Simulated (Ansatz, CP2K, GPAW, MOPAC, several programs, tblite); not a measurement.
**What cheap methods get right for CsSnI3**

Aim: run CsSnI3 through methods of unlike cost and see what each gets, and at what price.

The COD cell was measured well above room temperature, so it is larger than a cold one.

Computed with MOPAC, tblite, CP2K, Ansatz, GPAW (versions at each run) (no spin polarisation, static lattice; gaps from single points on the cell relaxed beforehand with r²SCAN, unless a step's input says otherwise).

## (1) The structure to begin with

It takes space group Pm-3m (No. 221, cubic). Conventional cell: a = 6.241 Å, b = 6.241 Å, c = 6.241 Å, α = 90.00°, β = 90.00°, γ = 90.00°. Cs (site symmetry m-3m) is surrounded by 12 I at 4.41 Å. Around Sn (site symmetry m-3m) lie 6 I at 3.12 Å. I (site symmetry 4/mmm) is surrounded by 2 Sn at 3.12 Å and 4 Cs at 4.41 Å.

Coordinates:

```cif
data_structure
_symmetry_space_group_name_H-M 'Pm-3m'
_symmetry_Int_Tables_number 221
_cell_length_a 6.2414
_cell_length_b 6.2414
_cell_length_c 6.2414
_cell_angle_alpha 90.000
_cell_angle_beta 90.000
_cell_angle_gamma 90.000
_cell_volume 243.13
loop_
_atom_site_label
_atom_site_type_symbol
_atom_site_symmetry_multiplicity
_atom_site_Wyckoff_symbol
_atom_site_fract_x
_atom_site_fract_y
_atom_site_fract_z
_atom_site_occupancy
Cs1 Cs 1 a 0.00000 0.00000 0.00000 1
Sn1 Sn 1 b 0.50000 0.50000 0.50000 1
I1 I 3 c 0.00000 0.50000 0.50000 1
```

**Question.** The methods are PM6, PM7, GFN1-xTB (tblite), GFN2-xTB (tblite), PBE/DZVP, PBE/SZV, coarse PBE, GLLB-SC, PBE, r2SCAN. What gap does r2SCAN give on this cell, and which other methods (full PBE left aside) come nearest to r2SCAN and farthest in gap, volume and bulk modulus?

| quantity | value |
| --- | --- |
| r2SCAN | gap 0.50 eV, 48.63 Å³/atom, B₀ 17 GPa |
| gap: nearest and farthest of the other methods | PBE/SZV (-0.09 eV), PM7 (+5.61 eV) |
| volume: nearest and farthest of the other methods | PBE/DZVP (+3.0 %), PBE/SZV (+11.8 %) |
| bulk modulus: nearest and farthest of the other methods | PBE/SZV (-10 %), PM7 (+250 %) |

In words: Among the 7 methods compared for the gap (full PBE left aside), PBE/SZV is nearest to r2SCAN and PM7 farthest. For the volume, of the 4 methods compared (full PBE left aside), PBE/DZVP comes nearest to r2SCAN and PBE/SZV is farthest. For the bulk modulus, of the 4 methods compared (full PBE left aside), PBE/SZV comes nearest to r2SCAN and PM7 is farthest. A minimal basis or a coarse cutoff and mesh shifts results by its own error, so closeness to r2SCAN can be chance. Cluster runs see only the k-points that fold onto the zone centre, so their gaps can miss the band edges. GLLB-SC is compared with its derivative discontinuity added. GFN1-xTB (tblite) ended in an unphysical state and is left out of the comparison. No volume is given for PM6, GFN2-xTB (tblite), which can hide a larger miss. CPU times run from 3.1 s (GFN1-xTB (tblite)) to 1.8 min (GLLB-SC). On this cell GLLB-SC cost more than r2SCAN itself (35 s), so it is no saving here. r2SCAN is a yardstick, not the truth: it usually gives gaps below the measured ones. Spin-orbit coupling is left out throughout.
